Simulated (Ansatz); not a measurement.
I need a single point in a Gaussian basis of CH4Cl2OTi, SMILES [CH3][Ti]([OH])([Cl])[Cl]. Use Ansatz's Python interface. Use: B2PLYP, def2-SVPD basis, multiplicity 1.

```csv
atom,x (Å),y (Å),z (Å)
C,-1.2898,0.1755,0.0685
Ti,0.7242,-0.1208,-0.4040
O,1.5675,-0.9988,1.1070
Cl,0.9633,-1.4703,-2.2956
Cl,1.7752,1.9203,-0.8397
H,-1.4205,0.7141,1.0531
H,-1.7557,0.8886,-0.7072
H,-1.8394,-0.7316,0.0574
H,1.3636,-0.4232,1.9433
```

`energy.py`:
```python
import ansatz


def main() -> None:
    ch4cl2oti = (
        ansatz.Crystal.molecule()
        .atom('C', [-1.2898, 0.1755, 0.0685])
        .atom('Ti', [0.7242, -0.1208, -0.404])
        .atom('O', [1.5675, -0.9988, 1.107])
        .atom('Cl', [0.9633, -1.4703, -2.2956])
        .atom('Cl', [1.7752, 1.9203, -0.8397])
        .atom('H', [-1.4205, 0.7141, 1.0531])
        .atom('H', [-1.7557, 0.8886, -0.7072])
        .atom('H', [-1.8394, -0.7316, 0.0574])
        .atom('H', [1.3636, -0.4232, 1.9433])
    )

    model = (
        ch4cl2oti.calculation()
        .basis(gaussian='def2-SVPD')
        .functional(ansatz.LibraryFunctional('B2PLYP'))
    )
    data = model.session().plan(threads=1).execute().report

    for key in ('converged', 'free_energy_ev', 'reference_energy_ev', 'n_frozen', 'n_occupied', 'n_virtual'):
        print(f'{key:22s} {data[key]}')


if __name__ == '__main__':
    main()
```

Running `python energy.py` prints:
```text
converged              True
free_energy_ev         -51285.79019422818
reference_energy_ev    -51276.46058778284
n_frozen               17
n_occupied             [20, 20]
n_virtual              [126, 126]
```

What to keep in mind:
- Total energies depend on the basis set; only differences at equal settings carry meaning.
- The geometry is a force-field or estimated start, not a minimum of this method, and the basis set is short of its limit.
- For a double hybrid the total adds scaled second-order correlation to the self-consistent reference.
- The whole script took 21 s on 1 thread of Arm Neoverse V2, with other jobs on the host, peak memory 0.67 GiB.

(Lines on the test bed's own set-up are left out of the output.)
